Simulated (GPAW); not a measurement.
# TaCrB4 (P6/mmm) in GPAW: notebook

One crystal, TaCrB4, is run at these levels: PBEsol, LDA; tasks: band structure.

Everything below comes from runs of GPAW 26.7.0. Logs are shortened: lines on timing, memory, paths and dates and some standing lists are left out, and cuts for length are marked. The log counts tension as positive stress, the text compression.

**1. The structure**

The structure is hexagonal, space group P6/mmm (No. 191). Conventional cell: a = 3.069 Å, b = 3.069 Å, c = 6.208 Å, α = 90.00°, β = 90.00°, γ = 120.00°. Ta (site symmetry 6/mmm) has 12 B at 2.42 Å as nearest neighbours. Cr (site symmetry 6/mmm) has 12 B at 2.29 Å as nearest neighbours. Around B (site symmetry 3m) lie 3 B at 1.77 Å.

The cell comes from a database or a generator and needn't be the stable form of this composition.

**2. Band structure, PBEsol, collinear spin, ferromagnetic start**

Contents of run.py:

```python
from ase import Atoms
from ase.dft.bandgap import bandgap
from ase.io import write
from ase.units import GPa
from gpaw import GPAW, PW, setup_paths

setup_paths.insert(0, '.')

atoms = Atoms(['Ta', 'Cr', 'B', 'B', 'B', 'B'],
              cell=[[3.0688005373, 0.0, 0.0],
                    [-1.5344002687, 2.6576592245, 0.0],
                    [0.0, 0.0, 6.207767]],
              scaled_positions=[[0.0, 0.0, 0.5],
                                [0.0, 0.0, 0.0],
                                [0.6666666667, 0.3333333333, 0.233446],
                                [0.6666666667, 0.3333333333, 0.766554],
                                [0.3333333333, 0.6666666667, 0.233446],
                                [0.3333333333, 0.6666666667, 0.766554]],
              pbc=True)
atoms.set_initial_magnetic_moments([0.0, 3.0, 0.0, 0.0, 0.0, 0.0])

calc = GPAW(mode=PW(800),
            xc='PBEsol',
            kpts={'size': (7, 7, 3), 'gamma': True},
            occupations={'name': 'fermi-dirac', 'width': 0.05},
            nbands=33,
            convergence={'density': 1e-05, 'energy': 1e-05},
            maxiter=150,
            txt='gpaw.txt')
atoms.calc = calc
energy = atoms.get_potential_energy()
forces = atoms.get_forces()
stress = atoms.get_stress()
calc.write('gs.gpw')
write('result.traj', atoms)
print(f'Energy: {energy:.6f} eV')
print('Forces (eV/A):')
print(forces.round(4))
print('Stress (GPa):', (stress / GPa).round(3))
print('Moments:', calc.get_magnetic_moments().round(3))
print('Fermi level:', round(calc.get_fermi_level(), 4), 'eV')
print(f'Gap: {bandgap(calc)[0]:.4f} eV, direct: {bandgap(calc, direct=True)[0]:.4f} eV')

path = atoms.cell.bandpath('GMKGALHA,LM,KH', npoints=80, eps=1e-4)
bs_calc = calc.fixed_density(kpts=path, symmetry='off', nbands=48,
                             convergence={'bands': 'CBM+6.0', 'eigenstates': 1e-6}, txt='bands.txt')
bs = bs_calc.band_structure()
bs.write('bs.json')
print(f'Gap on the path: {bandgap(bs_calc)[0]:.4f} eV')
```

Potentials or basis: PAW data sets generated in the run's folder for this functional, pw.

The run is started by

```
$ gpaw-setup -f PBEsol B Cr Ta
$ OMP_NUM_THREADS=1 python run.py
```

gpaw.txt:

```text
__  _  _
 | _ |_)|_||  |
 |__||  | ||/\| - 26.7.0

Input parameters:
  mode=PW(ecut=800.0),
  convergence={'density': 1e-05, 'energy': 1e-05},
  kpts=MonkhorstPack(size=(7, 7, 3), gamma=True),
  maxiter=150,
  nbands=33,
  occupations=Occupations(name='fermi-dirac', width=0.05),
  xc=XC(name='PBEsol')

Diagonalizing LCAO Hamiltonian
Converting LCAO to pw mode

         B
            B

       Ta
         B
            B

       Cr

Atoms  # Å, Bohr magnetons
|   | symbol |         x |        y |        z |    initial magnetic moments |
|---|--------|-----------|----------|----------|-----------------------------|
| 0 |     Ta |  0.000000 | 0.000000 | 3.103883 | ( 0.0000,  0.0000,  0.0000) |
| 1 |     Cr |  0.000000 | 0.000000 | 0.000000 | ( 0.0000,  0.0000,  3.0000) |
| 2 |      B |  1.534400 | 0.885886 | 1.449178 | ( 0.0000,  0.0000,  0.0000) |
| 3 |      B |  1.534400 | 0.885886 | 4.758589 | ( 0.0000,  0.0000,  0.0000) |
| 4 |      B | -0.000000 | 1.771773 | 1.449178 | ( 0.0000,  0.0000,  0.0000) |
| 5 |      B | -0.000000 | 1.771773 | 4.758589 | ( 0.0000,  0.0000,  0.0000) |

Unit cell  # Å
| periodic |         x |        y |        z |  lengths |     angles |
|----------|-----------|----------|----------|----------|------------|
|      yes |  3.068801 | 0.000000 | 0.000000 | 3.068801 |  90.000000 |
|      yes | -1.534400 | 2.657659 | 0.000000 | 3.068801 |  90.000000 |
|      yes |  0.000000 | 0.000000 | 6.207767 | 6.207767 | 120.000000 |

Number of symmetries: 24
Symmetry operations  # r_c * U_cc + t_c -> r_c
|    | kind |            matrix            |
|----|------|------------------------------|
|  0 |  σ   |  1, 1, 0,  0,-1, 0,  0, 0, 1 |
|  1 |  C2  |  1, 1, 0,  0,-1, 0,  0, 0,-1 |
|  2 |  C6  |  1, 1, 0, -1, 0, 0,  0, 0, 1 |
|  3 |  S6  |  1, 1, 0, -1, 0, 0,  0, 0,-1 |
|  4 |  E   |  1, 0, 0,  0, 1, 0,  0, 0, 1 |
|  5 |  σ   |  1, 0, 0,  0, 1, 0,  0, 0,-1 |
|  6 |  σ   |  1, 0, 0, -1,-1, 0,  0, 0, 1 |
|  7 |  C2  |  1, 0, 0, -1,-1, 0,  0, 0,-1 |
|  8 |  σ   |  0, 1, 0,  1, 0, 0,  0, 0, 1 |
|  9 |  C2  |  0, 1, 0,  1, 0, 0,  0, 0,-1 |
| 10 |  C3  |  0, 1, 0, -1,-1, 0,  0, 0, 1 |
| 11 |  S3  |  0, 1, 0, -1,-1, 0,  0, 0,-1 |
| 12 |  C6  |  0,-1, 0,  1, 1, 0,  0, 0, 1 |
| 13 |  S6  |  0,-1, 0,  1, 1, 0,  0, 0,-1 |
| 14 |  σ   |  0,-1, 0, -1, 0, 0,  0, 0, 1 |
| 15 |  C2  |  0,-1, 0, -1, 0, 0,  0, 0,-1 |
| 16 |  σ   | -1, 0, 0,  1, 1, 0,  0, 0, 1 |
| 17 |  C2  | -1, 0, 0,  1, 1, 0,  0, 0,-1 |
| 18 |  C2  | -1, 0, 0,  0,-1, 0,  0, 0, 1 |
| 19 |  i   | -1, 0, 0,  0,-1, 0,  0, 0,-1 |
| 20 |  C3  | -1,-1, 0,  1, 0, 0,  0, 0, 1 |
| 21 |  S3  | -1,-1, 0,  1, 0, 0,  0, 0,-1 |
| 22 |  σ   | -1,-1, 0,  0, 1, 0,  0, 0, 1 |
| 23 |  C2  | -1,-1, 0,  0, 1, 0,  0, 0,-1 |

BZ-sampling:
  Number of BZ points: 147
  Number of IBZ points: 16

  Monkhorst-Pack size: [7, 7, 3]
  Monkhorst-Pack shift: [0, 0, 0]

K-points  # in reciprocal-cell coordinates
|     |                                coordinates |     weight |
|-----|--------------------------------------------|------------|
|   0 | (  0.00000000,   0.00000000,   0.00000000) | 0.00680272 |
|   1 | (  0.00000000,   0.00000000,   0.33333333) | 0.01360544 |
|   2 | (  0.14285714,   0.00000000,   0.00000000) | 0.04081633 |
|   3 | (  0.14285714,   0.00000000,   0.33333333) | 0.08163265 |
|   4 | (  0.28571429,  -0.14285714,   0.00000000) | 0.04081633 |
|   5 | (  0.28571429,  -0.14285714,   0.33333333) | 0.08163265 |
|   6 | (  0.28571429,   0.00000000,   0.00000000) | 0.04081633 |
|   7 | (  0.28571429,   0.00000000,   0.33333333) | 0.08163265 |
|   8 | (  0.42857143,  -0.14285714,   0.00000000) | 0.08163265 |
|   9 | (  0.42857143,  -0.14285714,   0.33333333) | 0.16326531 |
| ... |                                            |            |
|  15 | (  0.42857143,   0.42857143,   0.33333333) | 0.08163265 |

Plane wave coefficients: 2616
Cutoff: 800.0 eV

Spin-components: 2 (collinear spins)
Bands:           33
Projectors:      32
Spin-degeneracy: 1
Datatype:        complex128

Parallelization:
  kpt:    1
  domain: 1
  band:   1

Density:
  Valence electrons: 31.0
  Components: 2
  Grid points: [21 21 42]
  Charge: 0.0  # |e|

Potential:
  Grid points: [21 21 42]

species:
  Ta:
    name:    Tantalum
    Z:       73.0
    valence: 13
    core:    60
    charge:  0.0  # [|e|]
    compensation charges:
      type: gauss
      rc: 0.42  # [Å]
      lmax: 2
    cutoffs:
      filter: 2.36  # [Å]
      core: 3.45  # [Å]
    projectors
    | kind |    occ | energy [eV] | rcut [Å] |
    |------|--------|-------------|----------|
    |   5s |  2.000 |     -72.818 |    1.365 |
    |   6s |  2.000 |      -5.457 |    1.365 |
    |   5p |  6.000 |     -39.444 |    1.349 |
    |   6p |  0.000 |      -1.369 |    1.349 |
    |   5d |  3.000 |      -3.632 |    1.307 |
    |    d |        |      23.579 |    1.307 |

    Using partial waves for Ta as LCAO basis

  Cr:
    name:    Chromium
    Z:       24.0
    valence: 6
    core:    18
    charge:  0.0  # [|e|]
    compensation charges:
      type: gauss
      rc: 0.35  # [Å]
      lmax: 2
    cutoffs:
      filter: 2.14  # [Å]
      core: 3.04  # [Å]
    projectors
    | kind |    occ | energy [eV] | rcut [Å] |
    |------|--------|-------------|----------|
    |   4s |  1.000 |      -4.015 |    1.164 |
    |   4p |  0.000 |      -0.955 |    1.217 |
    |   3d |  5.000 |      -2.928 |    1.111 |
    |    s |        |      23.196 |    1.164 |
    |    p |        |      26.257 |    1.217 |
    |    d |        |      24.283 |    1.111 |

    Using partial waves for Cr as LCAO basis

  B:
    name:    Boron
    Z:       5.0
    valence: 3
    core:    2
    charge:  0.0  # [|e|]
    compensation charges:
      type: gauss
      rc: 0.20  # [Å]
      lmax: 2
    cutoffs:
      filter: 1.14  # [Å]
      core: 1.42  # [Å]
    projectors
    | kind |    occ | energy [eV] | rcut [Å] |
    |------|--------|-------------|----------|
    |   2s |  2.000 |      -9.361 |    0.635 |
    |   2p |  1.000 |      -3.555 |    0.635 |
    |    s |        |      17.850 |    0.635 |
    |    p |        |      23.657 |    0.635 |
    |    d |        |       0.000 |    0.635 |

    Using partial waves for B as LCAO basis

Reference energy: -455262.693803  # eV

eigensolver:
  PPCG
  Converge bands: occupied
  niter=2

density mixing:
  MSR1-Mixer
  Pratt-step length: 0.05
  Maximum mixing coefficient: 0.75
  Old densities: 10
  SVD Regularization: 0.005
  Good broyden scale: 1.0
  Trust region scale: 1.0
  Backstep threshold: 4.0
  History deletion threshold: 6.0
  Fourier metric: weight=20.0, sigma=0.015

occupation numbers:
  Fermi-Dirac:
    width: 0.0500  # eV

poisson solver:
  ecut: 6400.0  # eV

xc functional:
  name: PBEsol with 2 nearest neighbor stencil

convergence criteria:
- Maximum integral of absolute [dens]ity change: 1e-05 electrons / valence electron
- Maximum [total energy] change in last 3 cyles: 1e-05 eV / valence electron
- Maximum integral of absolute [eigenst]ate change: 4e-08 eV^2 / valence electron
maximum number of iterations: 150

SCF iterations
|iter     | |      energy | eigst |  dens |  magmom |
|---------|-|-------------|-------|-------|---------|
|iter:   1| |  -55.212971 | +0.13 |       |  +2.9910|
|iter:   2| |  -53.964287 | -1.81 | -0.82 |  +2.9479|
|iter:   3| |  -52.513082 | -1.67 | -0.90 |  +2.7319|
|iter:   4| |  -52.368536 | -2.30 | -1.15 |  +2.5316|
|iter:   5| |  -52.437302 | -2.61 | -1.37 |  +2.2451|
|iter:   6| |  -52.439610 | -3.11 | -1.58 |  +2.0599|
|iter:   7| |  -52.444980 | -4.08 | -1.86 |  +1.9646|
|iter:   8| |  -52.448814 | -3.94 | -2.10 |  +1.8254|
|iter:   9| |  -52.449274 | -5.34 | -2.71 |  +1.7882|
|iter:  10| |  -52.449479 | -5.53 | -2.82 |  +1.7484|
|iter:  11| |  -52.449533c| -6.21 | -3.13 |  +1.7515|
|iter:  12| |  -52.449543c| -7.17 | -3.67 |  +1.7509|
|iter:  13| |  -52.449545c| -7.70c| -4.38 |  +1.7507|
|iter:  14| |  -52.449546c| -8.37c| -4.93 |  +1.7507|
|iter:  15| |  -52.449547c| -8.90c| -5.36c|  +1.7506|

Converged in 15 steps
Energy contributions relative to reference atoms: (reference = -455262.693803)

Energy contributions:
  Kinetic:          24.720234
  Coulomb:         -24.317370
  Zero:              0.024264
  External:          0.000000
  Xc:              -52.865675
  Entropy:          -0.022001
  Spinorbit:         0.000000
  ----------------------------
  Free energy:     -52.460547
  Extrapolated:    -52.449547

dipole moment: (-9.241173, -16.006182, -15.141568)  # |e|*Ang

Total magnetic moment: (0.000000, 0.000000, 1.750650)

Local magnetic moments
|        x |        y |         z |
|----------|----------|-----------|
| 0.000000 | 0.000000 | -0.026229 |  # Ta   0
| 0.000000 | 0.000000 |  1.684942 |  # Cr   1
| 0.000000 | 0.000000 | -0.002327 |  # B    2
| 0.000000 | 0.000000 | -0.002327 |  # B    3
| 0.000000 | 0.000000 | -0.002327 |  # B    4
| 0.000000 | 0.000000 | -0.002327 |  # B    5

Fermi level: 13.286
Eigenvalues  # (at kpt = [0.000, 0.000, 0.000])
| band index |      eig [eV] | occ [0-1] |      eig [eV] | occ [0-1] |
|------------|---------------|-----------|---------------|-----------|
|          0 |       -55.114 |     1.000 |       -55.126 |     1.000 |
|        ... |               |           |               |           |
|          9 |         9.213 |     1.000 |         9.717 |     1.000 |
|         10 |        10.712 |     1.000 |        10.730 |     1.000 |
|         11 |        11.010 |     1.000 |        11.698 |     1.000 |
|         12 |        11.010 |     1.000 |        11.698 |     1.000 |
|         13 |        11.705 |     1.000 |        11.720 |     1.000 |
|         14 |        11.705 |     1.000 |        11.720 |     1.000 |
[... 8 lines left out ...]
|         23 |        17.610 |     0.000 |        17.710 |     0.000 |
|         24 |        17.874 |     0.000 |        17.898 |     0.000 |
|        ... |               |           |               |           |
|         32 |        29.078 |     0.000 |        29.445 |     0.000 |

No gap
No difference between direct/indirect transitions

Forces  # eV/Ang
|        x |        y |        z |
|----------|----------|----------|
|  0.00000 |  0.00000 |  0.00000 |  # Ta   0
|  0.00000 |  0.00000 |  0.00000 |  # Cr   1
|  0.00000 |  0.00000 |  0.04104 |  # B    2
| -0.00000 |  0.00000 | -0.04104 |  # B    3
|  0.00000 | -0.00000 |  0.04104 |  # B    4
| -0.00000 | -0.00000 | -0.04104 |  # B    5

Stress tensor  # eV/Ang^3
|        x |        y |        z |
|----------|----------|----------|
| 0.028293 | 0.000000 | 0.000000 |
| 0.000000 | 0.028293 | 0.000000 |
| 0.000000 | 0.000000 | 0.027816 |

# Writing to gs.gpw (mode='')
```

Wall time 4.8 min (1 thread of Arm Neoverse V2, shared host); peak memory 0.68 GiB.

Results:

| Item | Value |
| --- | --- |
| Free energy | -52.4605 eV |
| Pressure | -4.5 GPa |
| Largest force | 0.041 eV/Å |
| Band gap along the path | none (metal or under the smearing width) |
| Net moment | 1.75 μB per cell |
| Site moments | Ta -0.03; Cr +1.68; B -0.00 μB |

Forces on the atoms (eV/Å):
```
Ta   0.000  0.000  0.000
Cr   0.000  0.000  0.000
B    0.000  0.000  0.041
B    0.000  0.000 -0.041
B    0.000  0.000  0.041
B    0.000  0.000 -0.041
```

Stress tensor (GPa, compression positive):
```
-4.53  0.00  0.00
 0.00 -4.53  0.00
 0.00  0.00 -4.46
```

Levels at the corners of the path, in eV from the Fermi level:
Spin up:
| point | band 13 | band 14 | band 15 | band 16 | band 17 | band 18 | band 19 | band 20 | band 21 | band 22 |
| --- | --- | --- | --- | --- | --- | --- | --- | --- | --- | --- |
| Γ | -2.28 | -1.58 | -1.58 | -1.37 | -1.37 | 0.40 | 0.82 | 0.82 | 3.05 | 3.05 |
| M | -4.22 | -4.17 | -0.32 | -0.25 | 0.03 | 2.43 | 2.69 | 3.21 | 3.83 | 4.66 |
| K | -3.09 | -3.09 | -0.74 | -0.41 | -0.41 | 2.48 | 3.08 | 3.08 | 3.66 | 3.66 |
| Γ | -2.28 | -1.58 | -1.58 | -1.37 | -1.37 | 0.40 | 0.82 | 0.82 | 3.05 | 3.05 |
| A | -1.81 | -1.81 | -1.34 | -0.38 | -0.38 | -0.32 | 0.84 | 0.84 | 2.01 | 2.01 |
| L | -4.02 | -3.65 | -0.52 | -0.24 | 0.90 | 1.65 | 1.76 | 3.06 | 3.15 | 3.81 |
| H | -3.80 | -3.80 | -0.67 | 0.58 | 0.58 | 1.64 | 1.64 | 2.32 | 5.48 | 5.48 |
| A | -1.81 | -1.81 | -1.34 | -0.38 | -0.38 | -0.32 | 0.84 | 0.84 | 2.01 | 2.01 |
| L | -4.02 | -3.65 | -0.52 | -0.24 | 0.90 | 1.65 | 1.76 | 3.06 | 3.15 | 3.81 |
| M | -4.22 | -4.17 | -0.32 | -0.25 | 0.03 | 2.43 | 2.69 | 3.21 | 3.83 | 4.66 |
| K | -3.09 | -3.09 | -0.74 | -0.41 | -0.41 | 2.48 | 3.08 | 3.08 | 3.66 | 3.66 |
| H | -3.80 | -3.80 | -0.67 | 0.58 | 0.58 | 1.64 | 1.64 | 2.32 | 5.48 | 5.48 |
Spin down:
```tsv
point	band 12	band 13	band 14	band 15	band 16	band 17
Γ	-1.59	-1.59	-1.57	-1.57	-0.55	-0.55
M	-4.17	-3.98	-3.50	0.59	1.51	1.83
K	-4.43	-2.65	-2.65	0.59	0.59	0.82
Γ	-1.59	-1.59	-1.57	-1.57	-0.55	-0.55
A	-3.18	-0.75	-0.75	-0.40	-0.35	-0.35
L	-4.76	-3.33	-3.17	0.78	1.52	1.56
H	-4.10	-3.55	-3.55	1.09	1.93	1.93
A	-3.18	-0.75	-0.75	-0.40	-0.35	-0.35
L	-4.76	-3.33	-3.17	0.78	1.52	1.56
M	-4.17	-3.98	-3.50	0.59	1.51	1.83
K	-4.43	-2.65	-2.65	0.59	0.59	0.82
H	-4.10	-3.55	-3.55	1.09	1.93	1.93
```

Caveat: spin-orbit coupling is left out, which moves the levels of the heavy elements; a cell with one magnetic atom can't hold antiferromagnetic order, which such compounds often take.

**3. Band structure, LDA, collinear spin, ferromagnetic start**

run.py: that of step 2 with these lines changed.

```diff
@@ -4,5 +4,3 @@
 from ase.units import GPa
-from gpaw import GPAW, PW, setup_paths
-
-setup_paths.insert(0, '.')
+from gpaw import GPAW, PW
 
@@ -22,3 +20,3 @@
 calc = GPAW(mode=PW(800),
-            xc='PBEsol',
+            xc='LDA',
             kpts={'size': (7, 7, 3), 'gamma': True},
```

Potentials or basis: the program's PAW data sets (release 1.2.1) made for this functional, pw.

The run is started by

```
$ OMP_NUM_THREADS=1 python run.py
```

Run time: 4.3 min. Hardware: 1 thread of Arm Neoverse V2, shared host; peak memory 0.68 GiB.

The run converged. Its results:

```
Free energy             : -54.7244 eV
Pressure                : -12.9 GPa
Largest force           : 0.025 eV/Å
Band gap along the path : none (metal or under the smearing width)
Net moment              : 1.62 μB per cell
Site moments            : Ta -0.02; Cr +1.53; B -0.00 μB
```

Forces in eV/Å, atoms in the order of the input:
```
Ta   0.000  0.000  0.000
Cr   0.000  0.000  0.000
B    0.000  0.000  0.025
B    0.000  0.000 -0.025
B    0.000  0.000  0.025
B    0.000  0.000 -0.025
```

Stress tensor (GPa, compression positive):
```
-12.87   0.00   0.00
  0.00 -12.87   0.00
  0.00   0.00 -12.95
```

Levels at the corners of the path, in eV from the Fermi level:
Spin up:
| point | band 13 | band 14 | band 15 | band 16 | band 17 | band 18 | band 19 | band 20 | band 21 | band 22 |
| --- | --- | --- | --- | --- | --- | --- | --- | --- | --- | --- |
| Γ | -2.30 | -1.64 | -1.64 | -1.38 | -1.38 | 0.40 | 0.77 | 0.77 | 2.98 | 2.98 |
| M | -4.21 | -4.15 | -0.35 | -0.22 | 0.08 | 2.40 | 2.64 | 3.16 | 3.74 | 4.57 |
| K | -3.13 | -3.13 | -0.67 | -0.41 | -0.41 | 2.39 | 3.04 | 3.04 | 3.62 | 3.62 |
| Γ | -2.30 | -1.64 | -1.64 | -1.38 | -1.38 | 0.40 | 0.77 | 0.77 | 2.98 | 2.98 |
| A | -1.84 | -1.84 | -1.27 | -0.42 | -0.42 | -0.40 | 0.82 | 0.82 | 1.93 | 1.93 |
| L | -4.00 | -3.67 | -0.46 | -0.22 | 0.86 | 1.61 | 1.77 | 3.01 | 3.11 | 3.73 |
| H | -3.83 | -3.83 | -0.60 | 0.59 | 0.59 | 1.59 | 1.59 | 2.23 | 5.39 | 5.39 |
| A | -1.84 | -1.84 | -1.27 | -0.42 | -0.42 | -0.40 | 0.82 | 0.82 | 1.93 | 1.93 |
| L | -4.00 | -3.67 | -0.46 | -0.22 | 0.86 | 1.61 | 1.77 | 3.01 | 3.11 | 3.73 |
| M | -4.21 | -4.15 | -0.35 | -0.22 | 0.08 | 2.40 | 2.64 | 3.16 | 3.74 | 4.57 |
| K | -3.13 | -3.13 | -0.67 | -0.41 | -0.41 | 2.39 | 3.04 | 3.04 | 3.62 | 3.62 |
| H | -3.83 | -3.83 | -0.60 | 0.59 | 0.59 | 1.59 | 1.59 | 2.23 | 5.39 | 5.39 |
Spin down:
| point | band 11 | band 12 | band 13 | band 14 | band 15 | band 16 | band 17 | band 18 |
| --- | --- | --- | --- | --- | --- | --- | --- | --- |
| Γ | -2.56 | -1.68 | -1.68 | -1.61 | -1.61 | -0.68 | -0.68 | 1.25 |
| M | -4.35 | -4.13 | -4.04 | -3.59 | 0.46 | 1.25 | 1.53 | 2.47 |
| K | -4.43 | -4.43 | -2.72 | -2.72 | 0.44 | 0.44 | 0.59 | 2.56 |
| Γ | -2.56 | -1.68 | -1.68 | -1.61 | -1.61 | -0.68 | -0.68 | 1.25 |
| A | -3.28 | -3.28 | -0.89 | -0.89 | -0.41 | -0.39 | -0.39 | -0.11 |
| L | -4.94 | -4.76 | -3.36 | -3.28 | 0.61 | 1.26 | 1.58 | 1.81 |
| H | -4.13 | -4.13 | -3.58 | -3.58 | 0.80 | 1.72 | 1.72 | 2.20 |
| A | -3.28 | -3.28 | -0.89 | -0.89 | -0.41 | -0.39 | -0.39 | -0.11 |
| L | -4.94 | -4.76 | -3.36 | -3.28 | 0.61 | 1.26 | 1.58 | 1.81 |
| M | -4.35 | -4.13 | -4.04 | -3.59 | 0.46 | 1.25 | 1.53 | 2.47 |
| K | -4.43 | -4.43 | -2.72 | -2.72 | 0.44 | 0.44 | 0.59 | 2.56 |
| H | -4.13 | -4.13 | -3.58 | -3.58 | 0.80 | 1.72 | 1.72 | 2.20 |

Caveat: spin-orbit coupling is left out, which moves the levels of the heavy elements; a cell with one magnetic atom can't hold antiferromagnetic order, which such compounds often take.
